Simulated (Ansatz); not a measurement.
**SnNH3S2 (SMILES [NH2][SnH]1[S][S]1) at BLYP/def2-SVP (core potential)**

What is the vertical ionisation energy of SnNH3S2 at BLYP/def2-SVP (core potential)? 

The calculation is run with Ansatz 0.2.0.

38 further runs of the same task are left out: 38 set aside as unsound or not needed.

### 1 The system as given

SnNH3S2: 7 atoms, total charge 0, spin state singlet. SMILES: `[NH2][SnH]1[S][S]1`. Geometry: relaxed at PBE0-D4/def2-TZVP. This is one conformer, not always the lowest.

Bond lengths: N1–Sn2 2.003 Å, Sn2–S3 2.358 Å, Sn2–S4 2.376 Å, S3–S4 2.178 Å, N1–H5 1.012 Å, N1–H6 1.012 Å, Sn2–H7 1.690 Å. Some angles: N1–Sn2–S3 115.2°, N1–Sn2–S4 120.4°, S3–Sn2–S4 54.8°, Sn2–S3–S4 63.0°, Sn2–S4–S3 62.2°, N1–Sn2–H7 112.0°, S3–Sn2–H7 122.2°, S4–Sn2–H7 121.1°, Sn2–N1–H5 114.3°, Sn2–N1–H6 112.7°.

### 2 A single-point energy at BLYP/def2-SVP (core potential)

Contents of run.yaml:

```yaml
crystal:
  periodic: [false, false, false]
  atoms:
    - symbol: "N"
      position_ang: [-0.858900, 1.180400, 0.033200]
    - symbol: Sn
      position_ang: [0.658800, -0.125900, 0.009600]
    - symbol: S
      position_ang: [0.436900, -1.947300, 1.490200]
    - symbol: S
      position_ang: [0.292300, -2.381600, -0.639300]
    - symbol: H
      position_ang: [-0.847300, 1.845800, -0.729000]
    - symbol: H
      position_ang: [-1.763700, 0.727200, 0.057900]
    - symbol: H
      position_ang: [2.143100, 0.633400, -0.268300]
basis:
  gaussian:
    orbitals: def2-SVP
hamiltonian:
  xc: {name: BLYP}
accuracy: high
output: {orbitals: {seedname: orbitals}}
```

Launch:

```bash
$ ansatz run run.yaml --threads 1 --pin off --max-ram 2610MiB --events-out events.jsonl --progress --plain --runs-dir runs
```

The log of the run:

```text
Warning: RAYON_NUM_THREADS=1 ignored (pool sized by the plan → 1); use --threads N
Functional definition: BLYP
  name "BLYP"
  parameter beta = 0.0042
  parameter a = 0.04918
  parameter b = 0.132
  parameter c = 0.2533
  parameter d = 0.349
  exchange = b88_x(beta = beta)
  correlation = lyp_c(a = a, b = b, c = c, d = d)
2063 factors; integrals over basis functions are off by at most 3.8e-9 eV
mean field evaluation 1: about -29021.0744 eV, gradient 6.7e1 eV
mean field evaluation 2: about -28954.8468 eV, gradient 1.4e2 eV
mean field evaluation 4: about -29029.2868 eV, gradient 2.1e1 eV
mean field evaluation 8: about -29030.7919 eV, gradient 3.2e-1 eV
mean field evaluation 16: about -29030.7866 eV, gradient 9.8e-5 eV
mean field -29030.78664557 eV, -1066.8617314509 hartree, gradient 4.4e-8 eV, S^2 0.000000; 0 other end points of the search recorded, 0 dependent functions left out
reference -29030.78669910 eV, -1066.8617334178 hartree; 32, 32 occupied and 59, 59 virtual orbitals, 2063 factors
Total energy: -29030.78669910 eV, -1066.8617334178 hartree
```

It took 9.3 s on 1 thread of Arm Neoverse V1, shared host; peak memory 0.24 GiB.

### 3 The doublet cation

Contents of run.yaml:

```yaml
basis:
  gaussian: {orbitals: def2-SVP}
crystal:
  periodic: [false, false, false]
  atoms:
    - {symbol: N, position_ang: [-0.858900, 1.180400, 0.033200]}
    - {symbol: Sn, position_ang: [0.658800, -0.125900, 0.009600]}
    - {symbol: S, position_ang: [0.436900, -1.947300, 1.490200]}
    - {symbol: S, position_ang: [0.292300, -2.381600, -0.639300]}
    - {symbol: H, position_ang: [-0.847300, 1.845800, -0.729000]}
    - {symbol: H, position_ang: [-1.763700, 0.727200, 0.057900]}
    - {symbol: H, position_ang: [2.143100, 0.633400, -0.268300]}
total_charge: 1
magnetization: {spin_polarized: true, initial_magnetization: 1}
hamiltonian: {xc: {name: BLYP}}
accuracy: high
output: {orbitals: {seedname: orbitals}}
```

Launch:

```bash
$ ansatz run run.yaml --threads 1 --pin off --max-ram 2610MiB --events-out events.jsonl --progress --plain --runs-dir runs
```

The log of the run (excerpt; [...] marks lines left out):

```text
Warning: RAYON_NUM_THREADS=1 ignored (pool sized by the plan → 1); use --threads N
[... 9 set-up lines as earlier in the session ...]
2062 factors; integrals over basis functions are off by at most 3.8e-9 eV
mean field evaluation 1: about -29007.1168 eV, gradient 6.1e1 eV
mean field evaluation 2: about -28902.3808 eV, gradient 1.1e2 eV
mean field evaluation 4: about -29021.0105 eV, gradient 1.9e1 eV
mean field evaluation 8: about -29023.2542 eV, gradient 6.5e-1 eV
mean field evaluation 16: about -29023.2518 eV, gradient 5.0e-4 eV
mean field evaluation 32: about -29023.0898 eV, gradient 2.3e0 eV
mean field -29023.25177769 eV, -1066.5848301635 hartree, gradient 3.0e-8 eV, S^2 0.752137; 3 other end points of the search recorded, 0 dependent functions left out
reference -29023.25183137 eV, -1066.5848321362 hartree; 32, 31 occupied and 59, 60 virtual orbitals, 2062 factors
Total energy: -29023.25183137 eV, -1066.5848321362 hartree
```

Run time: 16 s. Hardware: 1 thread of Arm Neoverse V1, shared host; peak memory 0.31 GiB.

### 4 Results

Level: BLYP/def2-SVP (core potential).

```
                                          quantity           value
                     singlet SnNH3S2: total energy  -1066.86173 Eh
                      singlet SnNH3S2: HOMO energy        -4.36 eV
                      singlet SnNH3S2: LUMO energy        -1.99 eV
                    singlet SnNH3S2: HOMO–LUMO gap         2.37 eV
                      doublet cation: total energy  -1066.58483 Eh
doublet cation: HOMO energy (highest over α and β)       -11.10 eV
 doublet cation: LUMO energy (lowest over α and β)       -10.68 eV
                              doublet cation: ⟨S²⟩           0.752
vertical ionisation energy (to the doublet cation)        7.535 eV
```

The vertical ionisation energy comes to 7.53 eV (174 kcal/mol). The negative HOMO energy of the first species, 4.36 eV, lies 3.18 eV below that difference.
